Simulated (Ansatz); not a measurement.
# C₂H₉AsSi: a ladder of functionals and wavefunction methods

The task here is to estimate one member of a computed series from the others.

The runs use Ansatz 0.2.0, Gaussian basis; functionals in def2-TZVPP, the program's frozen cores in correlated methods.

Plan: LDA (SPW92), PBE-D4, revPBE-D4, BLYP-D4, r2SCAN-D4, B97M-V, PBE0-D4, B3LYP-D4, r2SCANh-D4, r2SCAN0-D4, HSE06-D4, BHLYP-D4, CAM-B3LYP-D4, LC-ωPBE, ωB97X-V, ωB97M-V, B2PLYP, PBE-QIDH; CCSD(T)/def2-SVP; CCSD(T)/def2-TZVPP; MP2/def2-QZVPP; extrapolation to the limit; RPA on PBE.

## The relaxed structure

The geometry comes from an earlier relaxation with PBE0-D4 in a triple-zeta def2 set; it is a stationary point, not always the lowest conformer.

SMILES `CC[AsH][SiH3]`, 13 atoms, charge 0, spin multiplicity 1.

Atoms are counted from 1 here; the program's logs count them from 0.

Bond lengths: C1–C2 1.518 Å, C1–H5 1.094 Å, C1–H6 1.093 Å, C1–H7 1.093 Å, C2–As3 1.989 Å, C2–H8 1.093 Å, C2–H9 1.091 Å, As3–Si4 2.359 Å, As3–H10 1.526 Å, Si4–H11 1.487 Å, Si4–H12 1.489 Å, Si4–H13 1.488 Å. Angles: C2–C1–H5 110.9°, C2–C1–H6 111.3°, C2–C1–H7 111.5°, H5–C1–H6 107.6°, H5–C1–H7 107.8°, H6–C1–H7 107.6°, C1–C2–As3 111.3°, C1–C2–H8 110.8°, C1–C2–H9 111.3°, As3–C2–H8 105.9°, As3–C2–H9 109.8°, H8–C2–H9 107.5°, C2–As3–Si4 96.7°, C2–As3–H10 95.8°, Si4–As3–H10 92.0°, As3–Si4–H11 109.6°, As3–Si4–H12 112.5°, As3–Si4–H13 108.6° and more.

The first run:

Contents of in.yaml:

```yaml
crystal:
  periodic: [false, false, false]
  atoms:
    - {symbol: C, position_ang: [-0.327119, 2.191691, -0.195157]}
    - {symbol: C, position_ang: [-0.347361, 0.763719, 0.319084]}
    - {symbol: As, position_ang: [1.227206, -0.260420, -0.333855]}
    - {symbol: Si, position_ang: [0.435255, -2.398329, 0.273220]}
    - {symbol: H, position_ang: [-1.168566, 2.763738, 0.206054]}
    - {symbol: H, position_ang: [-0.396790, 2.222361, -1.285284]}
    - {symbol: H, position_ang: [0.593094, 2.706698, 0.091178]}
    - {symbol: H, position_ang: [-0.286473, 0.742488, 1.410163]}
    - {symbol: H, position_ang: [-1.266830, 0.251935, 0.031300]}
    - {symbol: H, position_ang: [0.724552, -0.421513, -1.765483]}
    - {symbol: H, position_ang: [1.260242, -3.441749, -0.390946]}
    - {symbol: H, position_ang: [-0.993701, -2.601856, -0.092565]}
    - {symbol: H, position_ang: [0.566693, -2.553563, 1.747089]}
basis:
  gaussian: {orbitals: def2-TZVPP}
hamiltonian: {xc: lda}
output: {orbitals: {seedname: orbitals}}
```

Started as:

```bash
$ ansatz run in.yaml --threads 4 --pin off --events-out ev --progress --plain --max-ram 10444MiB
```

Among the steps run: LDA; PBE-D4 (GGA); revPBE-D4 (GGA); BLYP-D4 (GGA); r2SCAN-D4 (meta-GGA); B97M-V (meta-GGA); PBE0-D4 (hybrid); B3LYP-D4 (hybrid); r2SCANh-D4 (hybrid); r2SCAN0-D4 (hybrid); HSE06-D4 (hybrid); BHLYP-D4 (hybrid); CAM-B3LYP-D4 (range-separated); LC-ωPBE (range-separated); ωB97X-V (range-separated); ωB97M-V (range-separated); B2PLYP (double hybrid); PBE-QIDH (double hybrid).

One table of the session follows, with a row left open; its other results are not shown here.

It belongs to the step «Orbital energies across the functionals». 

| functional | HOMO (eV) | gap (eV) |
| --- | --- | --- |
| LDA (SPW92) | ? | ? |
| PBE-D4 | -5.96 | 5.24 |
| revPBE-D4 | -5.91 | 5.29 |
| BLYP-D4 | -5.82 | 5.21 |
| r2SCAN-D4 | -6.19 | 5.77 |
| B97M-V | -6.28 | 5.68 |
| PBE0-D4 | -7.00 | 7.08 |
| B3LYP-D4 | -6.80 | 6.67 |
| r2SCANh-D4 | -6.58 | 6.44 |
| r2SCAN0-D4 | -7.15 | 7.43 |
| HSE06-D4 | -6.60 | 6.32 |
| BHLYP-D4 | -7.91 | 8.81 |
| CAM-B3LYP-D4 | -8.24 | 9.27 |
| LC-ωPBE | -9.52 | 11.70 |
| ωB97X-V | -9.20 | 11.23 |
| ωB97M-V | -9.08 | 10.82 |

Q: Estimate the row for LDA (SPW92) from the others.

As computed: HOMO (eV): -6.08; gap (eV): 5.14. In the column «HOMO (eV)» it lies between r2SCAN-D4 (-6.19) and PBE-D4 (-5.96).
